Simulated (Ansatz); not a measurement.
**AlB2H4NO: small, medium and large basis sets**

Aim: see how fast density functionals converge with the basis set for AlB2H4NO.

The runs use Ansatz 0.2.0, Gaussian basis; one geometry, several basis sets.

Plan: PBE0-D4/def2-SVP; ωB97M-V/def2-SVP; PBE0-D4/def2-QZVPP; ωB97M-V/def2-QZVPP; the functionals' def2-TZVPP values are taken from earlier runs.

### 1 Structure used throughout

An earlier PBE0-D4 in a triple-zeta def2 set relaxation fixed the geometry.

SMILES `N[B]1[AlH][B]1O`, 9 atoms, charge 0, spin multiplicity 1.

Atoms are counted from 1 here; the program's logs count them from 0.

Bond lengths: N1–B2 1.374 Å, N1–H6 1.009 Å, N1–H7 1.009 Å, B2–Al3 2.026 Å, B2–B4 1.890 Å, Al3–B4 2.021 Å, Al3–H8 1.596 Å, B4–O5 1.334 Å, O5–H9 0.963 Å. Angles: B2–N1–H6 123.5°, B2–N1–H7 122.9°, H6–N1–H7 113.6°, N1–B2–Al3 166.3°, N1–B2–B4 123.0°, Al3–B2–B4 62.0°, B2–Al3–B4 55.7°, B2–Al3–H8 121.6°, B4–Al3–H8 123.0°, B2–B4–Al3 62.3°, B2–B4–O5 120.7°, Al3–B4–O5 166.8°, B4–O5–H9 113.9°.

Geometry (Å):

```
N     1.03595    0.53394   -1.35130
B     0.33460   -0.39024   -0.61538
Al   -1.01989   -1.71122    0.10972
B    -0.52983    0.02992    1.01214
O    -0.48278    1.26717    1.50814
H     1.63923    1.23020   -0.94066
H     0.98500    0.58575   -2.35723
H    -0.57791   -3.13702    0.67436
H    -1.29598    1.54519    1.94310
```

### 2 PBE0-D4 in def2-SVP

The input, in.yaml:

```yaml
crystal:
  periodic: [false, false, false]
  atoms:
    - {symbol: N, position_ang: [1.035952, 0.533943, -1.351299]}
    - {symbol: B, position_ang: [0.334599, -0.390236, -0.615379]}
    - {symbol: Al, position_ang: [-1.019887, -1.711221, 0.109724]}
    - {symbol: B, position_ang: [-0.529831, 0.029920, 1.012144]}
    - {symbol: O, position_ang: [-0.482779, 1.267166, 1.508135]}
    - {symbol: H, position_ang: [1.639228, 1.230205, -0.940659]}
    - {symbol: H, position_ang: [0.985001, 0.585752, -2.357225]}
    - {symbol: H, position_ang: [-0.577907, -3.137020, 0.674358]}
    - {symbol: H, position_ang: [-1.295976, 1.545192, 1.943101]}
basis:
  gaussian: {orbitals: def2-SVP}
hamiltonian: {xc: pbe0, dispersion: d4}
output: {orbitals: {seedname: orbitals}}
```

The run is started by

```bash
$ ansatz run in.yaml --threads 2 --pin off --events-out ev --progress --plain --max-ram 4352MiB
```

Further steps of the session: ωB97M-V in def2-SVP; PBE0-D4 in def2-QZVPP; ωB97M-V in def2-QZVPP.

Q: Predict the results of all the runs planned. Wanted: PBE0-D4: double and triple zeta above quadruple; ωB97M-V: double and triple zeta above quadruple.

**Answer**, as computed:

| quantity | value |
| --- | --- |
| PBE0-D4: double and triple zeta above quadruple | 8.46, 0.48 eV |
| ωB97M-V: double and triple zeta above quadruple | 8.58, 0.45 eV |

In words: For PBE0-D4 the step from double to triple zeta gains 7.98 eV and the next only 0.48 eV. These are total energies; as a rule much of such shifts cancels in differences, which this series doesn't test.
